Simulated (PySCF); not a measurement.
# Pb(CH3)F: other functionals and bases at one geometry

One table from this session's results is given with a row withheld; the runs are named, their logs left out.

Computed with PySCF 2.14.0. Level: several levels, as the steps say, no spin–orbit coupling.

3 further runs of the same task are left out: 2 for a known fault of the program, 1 that didn't finish.

## The system as given

6 atoms, charge 0, spin multiplicity 1.

Bond lengths: Pb1–C2 2.324 Å, Pb1–F6 2.078 Å, C2–H3 1.102 Å, C2–H4 1.104 Å, C2–H5 1.102 Å. Angles: C2–Pb1–F6 94.9°, Pb1–C2–H3 111.0°, Pb1–C2–H4 109.0°, Pb1–C2–H5 109.7°, H3–C2–H4 109.0°, H3–C2–H5 110.0°, H4–C2–H5 108.1°.

Geometry (Å):

```xyz
6
CH3FPb
Pb   -0.01990    0.01613   -0.21121
C     1.89211   -0.00146    1.10973
H     2.78481   -0.24231    0.50976
H     2.02373    0.99586    1.56370
H     1.77539   -0.73580    1.92261
F    -1.34288   -0.03641    1.39021
```

Formal oxidation states: Pb +2. An earlier session relaxed this geometry at B3LYP, Pb def2-SVP with ECP60, C def2-SVP, H def2-SVP, F def2-SVP (singlet, point group C1).

At B3LYP on the finer grid: E = -332.597253 Eh, HOMO -6.28 eV, LUMO -2.71 eV, Mulliken charge on Pb1 +0.69 e, largest force component 0.033 eV/Å. 

Levels to run: revPBE; BP86; HF; r2SCAN; B3LYP, TZVP; B3LYP, x2c-SVP. Hardware: 2 threads of Intel Xeon 6975P-C (Granite Rapids), shared host.

The first run:

The input, run.py (the lines that set the calculation):

```python
mol = gto.M(atom='''
Pb    -0.01990     0.01613    -0.21121
C      1.89211    -0.00146     1.10973
H      2.78481    -0.24231     0.50976
H      2.02373     0.99586     1.56370
H      1.77539    -0.73580     1.92261
F     -1.34288    -0.03641     1.39021''',
    basis={'Pb': 'def2-SVP', 'C': 'def2-SVP', 'H': 'def2-SVP', 'F': 'def2-SVP'},
    ecp={'Pb': 'def2-SVP'},
    charge=0, spin=0)
mf = dft.RKS(mol, xc='PBE_R,PBE')
mf.grids.atom_grid = (75, 302)
mf = mf.density_fit()  # fitting sets: Pb def2-universal-JKFIT, C def2-universal-JKFIT, H def2-universal-JKFIT, F def2-universal-JKFIT
mf.conv_tol = 1e-08; mf.max_cycle = 55
mf.kernel(dm0)  # dm0: the density of the relaxed state
```

Launch:

```
$ OMP_NUM_THREADS=2 python run.py
```

Among the steps run: revPBE; BP86; HF; r2SCAN; B3LYP, TZVP; B3LYP, x2c-SVP.

One of the session's tables, all rows but one given; the rest of the session is left out.

```
               level  HOMO (eV)  gap (eV)  charge on Pb1 (e)  dipole (D)  largest force component (eV/Å)
B3LYP (relaxed here)      -6.28      3.57               0.69        3.39                            0.03
              revPBE      -5.31      2.30               0.64        3.08                            0.42
                BP86          ?         ?                  ?           ?                               ?
                  HF      -8.87      9.06               0.94        4.10                            0.37
              r2SCAN      -5.65      2.66               0.71        3.31                            0.16
         B3LYP, TZVP      -6.44      3.57               0.84        3.73                            0.31
      B3LYP, x2c-SVP      -6.32      3.58               0.73        3.36                            0.53
```

**Question.** Estimate the row for BP86.

The run gave: HOMO (eV): -5.49; gap (eV): 2.26; charge on Pb1 (e): 0.63; dipole (D): 3.07; largest force component (eV/Å): 0.24. In the column «HOMO (eV)» it lies between r2SCAN (-5.65) and revPBE (-5.31).

In one basis the HOMO–LUMO gap runs from 2.26 eV (BP86) to 9.06 eV (HF). The largest leftover force, 0.53 eV/Å with B3LYP, x2c-SVP, stands at a geometry relaxed at another level. Total energies of different levels can't be compared.
